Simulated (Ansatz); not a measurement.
**CH₅ClOSSi: up Jacob's ladder to CCSD(T)**

One table from this session's results is given with a row withheld; the runs are named, their logs left out.

Computed with Ansatz 0.2.0, Gaussian basis. Level: functionals in def2-TZVPP, the program's frozen cores in correlated methods.

Levels to be run: LDA (SPW92), PBE-D4, revPBE-D4, BLYP-D4, r2SCAN-D4, B97M-V, PBE0-D4, B3LYP-D4, r2SCANh-D4, r2SCAN0-D4, HSE06-D4, BHLYP-D4, CAM-B3LYP-D4, LC-ωPBE, ωB97X-V, ωB97M-V, B2PLYP, PBE-QIDH; CCSD(T)/def2-SVP; CCSD(T)/def2-TZVPP; MP2/def2-QZVPP; extrapolation to the limit; RPA on PBE.

**The geometry**

An earlier PBE0-D4 in a triple-zeta def2 set relaxation fixed the geometry.

SMILES `CO[SiH](S)Cl`, 10 atoms, charge 0, spin multiplicity 1.

Atoms are counted from 1 here; the program's logs count them from 0.

Bond lengths: C1–O2 1.414 Å, C1–H6 1.094 Å, C1–H7 1.095 Å, C1–H8 1.090 Å, O2–Si3 1.626 Å, Si3–S4 2.124 Å, Si3–Cl5 2.038 Å, Si3–H9 1.479 Å, S4–H10 1.345 Å. Angles: O2–C1–H6 111.2°, O2–C1–H7 111.2°, O2–C1–H8 107.7°, H6–C1–H7 108.9°, H6–C1–H8 109.1°, H7–C1–H8 108.7°, C1–O2–Si3 124.1°, O2–Si3–S4 112.9°, O2–Si3–Cl5 104.7°, O2–Si3–H9 112.6°, S4–Si3–Cl5 112.0°, S4–Si3–H9 105.1°, Cl5–Si3–H9 109.6°, Si3–S4–H10 93.7°.

The first run:

The input, in.yaml:

```yaml
crystal:
  periodic: [false, false, false]
  atoms:
    - {symbol: C, position_ang: [0.577171, -0.310636, -1.454582]}
    - {symbol: O, position_ang: [0.902559, 0.077070, -0.134219]}
    - {symbol: Si, position_ang: [-0.054632, -0.182075, 1.154611]}
    - {symbol: S, position_ang: [-1.992255, 0.656817, 0.927935]}
    - {symbol: Cl, position_ang: [0.954980, 0.640314, 2.722974]}
    - {symbol: H, position_ang: [-0.385331, 0.107390, -1.764575]}
    - {symbol: H, position_ang: [0.535808, -1.400678, -1.547350]}
    - {symbol: H, position_ang: [1.358669, 0.067326, -2.114052]}
    - {symbol: H, position_ang: [-0.284535, -1.619877, 1.412488]}
    - {symbol: H, position_ang: [-1.529336, 1.913149, 0.799770]}
basis:
  gaussian: {orbitals: def2-TZVPP}
hamiltonian: {xc: lda}
output: {orbitals: {seedname: orbitals}}
```

Launch:

```sh
$ ansatz run in.yaml --threads 2 --pin off --events-out ev --progress --plain --max-ram 32768MiB --backend cpu
```

Steps of the session up to this table: LDA; PBE-D4 (GGA); revPBE-D4 (GGA); BLYP-D4 (GGA); r2SCAN-D4 (meta-GGA); B97M-V (meta-GGA); B3LYP-D4 (hybrid); r2SCANh-D4 (hybrid); r2SCAN0-D4 (hybrid); HSE06-D4 (hybrid); BHLYP-D4 (hybrid); CAM-B3LYP-D4 (range-separated); LC-ωPBE (range-separated); ωB97X-V (range-separated); ωB97M-V (range-separated); B2PLYP (double hybrid); PBE-QIDH (double hybrid).

One of the session's tables, all rows but one given; the rest of the session is left out.

It belongs to the step «Orbital energies across the functionals». 

```
  functional  HOMO (eV)  gap (eV)
 LDA (SPW92)      -6.73      5.70
      PBE-D4      -6.59      5.74
   revPBE-D4      -6.53      5.77
     BLYP-D4      -6.41      5.67
   r2SCAN-D4      -6.89      6.37
      B97M-V      -6.99      6.38
     PBE0-D4      -7.86      7.98
    B3LYP-D4          ?         ?
  r2SCANh-D4      -7.36      7.18
  r2SCAN0-D4      -8.05      8.38
    HSE06-D4      -7.46      7.19
    BHLYP-D4      -8.95     10.04
CAM-B3LYP-D4      -9.18     10.38
     LC-ωPBE     -10.62     13.07
     ωB97X-V     -10.24     12.53
     ωB97M-V     -10.06     12.11
```

**Question.** Estimate the row for B3LYP-D4.

Worked estimate for «HOMO (eV)». Against the share of exact exchange, BLYP-D4 (0, -6.41), BHLYP-D4 (0.5, -8.95) give a slope of -5.08 per unit share; at 0.2 the line stands at -7.43.

**Answer.** HOMO (eV): -7.58; gap (eV): 7.45. In «HOMO (eV)» the line misses by +0.15.
